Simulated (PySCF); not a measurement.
# Sr₃S⁺: quartet, from a PBE0 minimum start

Aim: relax Sr₃S⁺ as a quartet from a PBE0 minimum start, check by its vibrations whether the end is a minimum, and collect its spectrum and constants.

Method: wB97X, basis S def2-TZVP, Sr def2-TZVP with ECP28, scalar-relativistic core potentials, no spin–orbit coupling, density fitting; program: PySCF 2.14.0.

## Step 1: The system as given

4 atoms, charge 1, spin multiplicity 4.

Bond lengths: S1–Sr2 2.759 Å, S1–Sr3 2.759 Å, S1–Sr4 2.759 Å. Angles: Sr2–S1–Sr3 120.0°, Sr2–S1–Sr4 120.0°, Sr3–S1–Sr4 120.0°.

Coordinates in bohr (charge 1 multiplicity 4):
```
S     0.0000    0.0000   -0.0499
Sr    5.2144   -0.0001   -0.0487
Sr   -2.6071    4.5158   -0.0487
Sr   -2.6073   -4.5158   -0.0487
```

## Step 2: Finding the electronic state

The steps below are one call of a driver around PySCF. For each, scf.py gives the equivalent set-up of the SCF; relaxations use the driver's own optimiser. The state is first sought with PBE0. After this first run the driver tries any further starts and a stability analysis.

Input file scf.py:

```python
from pyscf import gto, scf, dft
mol = gto.M(atom='''
S      0.000000     0.000000    -0.026420
Sr     2.759330    -0.000040    -0.025750
Sr    -1.379640     2.389670    -0.025750
Sr    -1.379700    -2.389640    -0.025750''',
    basis={'S': 'def2-TZVP', 'Sr': 'def2-TZVP'},
    ecp={'Sr': 'def2-TZVP'},
    charge=1, spin=3)
mf = dft.UKS(mol, xc='PBE0')
mf.grids.atom_grid = (50, 194)
aux = {'S': 'def2-universal-JKFIT', 'Sr': 'def2-universal-JKFIT'}
mf = mf.density_fit(auxbasis=aux)
mf.conv_tol = 1e-08
mf.diis_space = 10
mf.max_cycle = 60
mf.init_guess = 'minao'
mf.verbose = 4
mf.kernel()
```

Started as:

```console
OMP_NUM_THREADS=4 python axn.py task.json out
```

What it wrote:

```text
init E= -485.454029243252
[... the frontier-level lines of each cycle are left out ...]
cycle= 1 E= -489.862097128541  delta_E= -4.41  |g|= 0.528  |ddm|= 3.32
cycle= 2 E= -489.616763093745  delta_E= 0.245  |g|= 0.811  |ddm|= 2.24
cycle= 3 E= -490.0763224197  delta_E= -0.46  |g|= 0.139  |ddm|= 1.19
cycle= 4 E= -490.088686913263  delta_E= -0.0124  |g|= 0.0235  |ddm|= 0.341
cycle= 5 E= -490.089495282516  delta_E= -0.000808  |g|= 0.0107  |ddm|= 0.116
cycle= 6 E= -490.089646810069  delta_E= -0.000152  |g|= 0.00402  |ddm|= 0.0321
cycle= 7 E= -490.089740857073  delta_E= -9.4e-05  |g|= 0.00118  |ddm|= 0.0498
cycle= 8 E= -490.089749740487  delta_E= -8.88e-06  |g|= 0.00039  |ddm|= 0.0179
cycle= 9 E= -490.089750320742  delta_E= -5.8e-07  |g|= 0.000103  |ddm|= 0.00493
cycle= 10 E= -490.089750370252  delta_E= -4.95e-08  |g|= 5.01e-05  |ddm|= 0.00141
cycle= 11 E= -490.089750375184  delta_E= -4.93e-09  |g|= 1.74e-05  |ddm|= 0.000204
Extra cycle  E= -490.089750376915  delta_E= -1.73e-09  |g|= 1.33e-05  |ddm|= 0.000149
converged SCF energy = -490.089750376915  <S^2> = 3.7506871  2S+1 = 4.0003435
```

This step, with its further starts and checks, ran for 10 s (4 threads of Intel Xeon at 2.70GHz, shared host).

No lower solution of this spin turned up in the test of internal stability.

## Step 3: Relaxation: PBE0 minimum start, quartet

The program finds D3h symmetry in the start, which this walk keeps. Threshold on the gradient: 0.0003 Eh/bohr, with a further test on the energy change.

Changes to scf.py since step 2:

```diff
@@ -3,4 +3,4 @@
-S      0.000000     0.000000    -0.026420
-Sr     2.759330    -0.000040    -0.025750
-Sr    -1.379640     2.389670    -0.025750
-Sr    -1.379700    -2.389640    -0.025750''',
+S      0.000000    -0.000000     0.000000
+Sr     2.759335    -0.000036    -0.000000
+Sr    -1.379636     2.389672    -0.000000
+Sr    -1.379698    -2.389636     0.000000''',
@@ -10 +10 @@
-mf = dft.UKS(mol, xc='PBE0')
+mf = dft.UKS(mol, xc='WB97X')
@@ -17 +16,0 @@
-mf.init_guess = 'minao'
```

The optimiser's trace:

| step | energy (Eh) | change (kJ/mol) | largest symmetric gradient (Eh/bohr) |
| --- | --- | --- | --- |
| 0 | -490.235638 | 0.00 | 0.00264 |
| 1 | -490.235707 | -0.18 | 0.00203 |
| 2 | -490.235811 | -0.46 | 0.00010 |
| 3 | -490.235811 | -0.46 | 0.00000 |

The walk took 34 s.

Positions (Å) and forces (eV/Å) along the way:

```
step 0
S    0.000   0.000   0.000  -0.006   0.000   0.000
Sr   2.759   0.000   0.000   0.138   0.000   0.000
Sr  -1.380   2.390   0.000  -0.066   0.118   0.000
Sr  -1.380  -2.390   0.000  -0.066  -0.118   0.000
step 1
S    0.000   0.000   0.000  -0.006   0.000   0.000
Sr   2.765   0.000   0.000   0.106   0.000   0.000
Sr  -1.382   2.394   0.000  -0.050   0.090   0.000
Sr  -1.382  -2.394   0.000  -0.050  -0.090   0.000
step 2
S    0.000   0.000   0.000  -0.006   0.000   0.000
Sr   2.782   0.000   0.000   0.007   0.000   0.000
Sr  -1.391   2.409   0.000  -0.001   0.004   0.000
Sr  -1.391  -2.409   0.000  -0.001  -0.004   0.000
step 3
S    0.000   0.000   0.000  -0.006   0.000   0.000
Sr   2.783   0.000   0.000   0.002   0.000   0.000
Sr  -1.391   2.410   0.000   0.002   0.000   0.000
Sr  -1.391  -2.410   0.000   0.002   0.000   0.000
```

After 3 steps and 0.5 kJ/mol it ends at D3h: S–Sr 2.783 Å (×3); Sr–S–Sr 120.0° (×3).

## Step 4: Is it a minimum? Harmonic modes

On the finer grid the gradient is checked again; gradients at displacements of ±0.02 bohr then give force constants and infrared intensities.

Changes to scf.py since step 3:

```diff
@@ -3,4 +3,4 @@
-S      0.000000    -0.000000     0.000000
-Sr     2.759335    -0.000036    -0.000000
-Sr    -1.379636     2.389672    -0.000000
-Sr    -1.379698    -2.389636     0.000000''',
+S     -0.000000     0.000000    -0.000000
+Sr     2.785768    -0.000036    -0.000000
+Sr    -1.392853     2.412564    -0.000000
+Sr    -1.392915    -2.412528     0.000000''',
@@ -11 +11 @@
-mf.grids.atom_grid = (50, 194)
+mf.grids.atom_grid = (75, 302)
@@ -14 +14 @@
-mf.conv_tol = 1e-08
+mf.conv_tol = 1e-10
```

This SCF starts from the last density.

Log of the central SCF (cycles and frontier levels):

```text
init E= -490.234857680425
[... the frontier-level lines of each cycle are left out ...]
cycle= 1 E= -490.234857680427  delta_E= -1.82e-12  |g|= 2.79e-07  |ddm|= 1.88e-06
Extra cycle  E= -490.234857680428  delta_E= -9.09e-13  |g|= 1.9e-07  |ddm|= 1.15e-06
converged SCF energy = -490.234857680428  <S^2> = 3.7530847  2S+1 = 4.001542
```

The whole step took 2 min.

Geometry: D3h; S–Sr 2.786 Å (×3); Sr–S–Sr 120.0° (×3).

Harmonic modes (main isotopes):

```tsv
symmetry	ω (cm⁻¹)	IR (km/mol)	μ (u)
e'	36	0.3	77.21
a2''	49	1.6	34.33
a1'	129	0.0	87.91
e'	257	54.6	36.30
```

μ is the mass of the mode for normalised Cartesian displacements, not the reduced mass of the usual diatomic formula.

No imaginary mode, so this is a minimum.

Constants and moments:

* Dipole moment about the centre of mass: 0.00 D
* Highest occupied level: -7.92 eV
* Lowest empty level: -3.12 eV
* Rotational constants: 0.01647, 0.01647, 0.008237 cm⁻¹
* Zero-point energy: 4.6 kJ/mol
* Principal polarisabilities: 432.2, 536.2, 536.3 bohr³
* Principal traceless quadrupole moments about the centre of mass: -28.63, 14.31, 14.32 D Å
* Entropy at 298.15 K and 1 bar (electronic part: spin only): 406.9 J/(mol K)
* Heat capacity Cp at 298.15 K: 80.8 J/(mol K)
* Enthalpy at 298.15 K above 0 K: 20.95 kJ/mol
* Rotational symmetry number: 6
* Spin squared ⟨S²⟩: 3.753

Charges (e) and bond orders:

```
   atom  Mulliken  Löwdin  polar tensor  spin (Mulliken)  Mayer order to S1
     S1     -1.20   -0.25         -0.52             0.13                  –
Sr2,3,4      0.73    0.42          0.51             0.96               0.47
```

Mulliken populations on S1: s 5.89, p 11.30, d 0.01, f 0.00.

## Step 5: Outcome

| quantity | value |
| --- | --- |
| minimum | quartet, D3h |
| geometry | S–Sr 2.786 Å (×3); Sr–S–Sr 120.0° (×3) |
| wavenumbers (cm⁻¹) | 36 (e'), 49 (a2''), 129 (a1'), 257 (e') |
| dipole moment (centre of mass) | 0.00 D |
| highest occupied, lowest empty level (either spin) | -7.92, -3.12 eV |
| polar-tensor charge of S1 | -0.52 e |
| zero-point energy | 4.6 kJ/mol |
| entropy at 298.15 K | 406.9 J/(mol K) |
| ⟨S²⟩ | 3.753 |

The molecule stays D3h, as typed, and the end point is a minimum. In the infrared the band at 257 cm⁻¹ (e') leads. Only this shape and spin were tried, so other structures or states may lie lower.

The search up to here took 2.7 min.
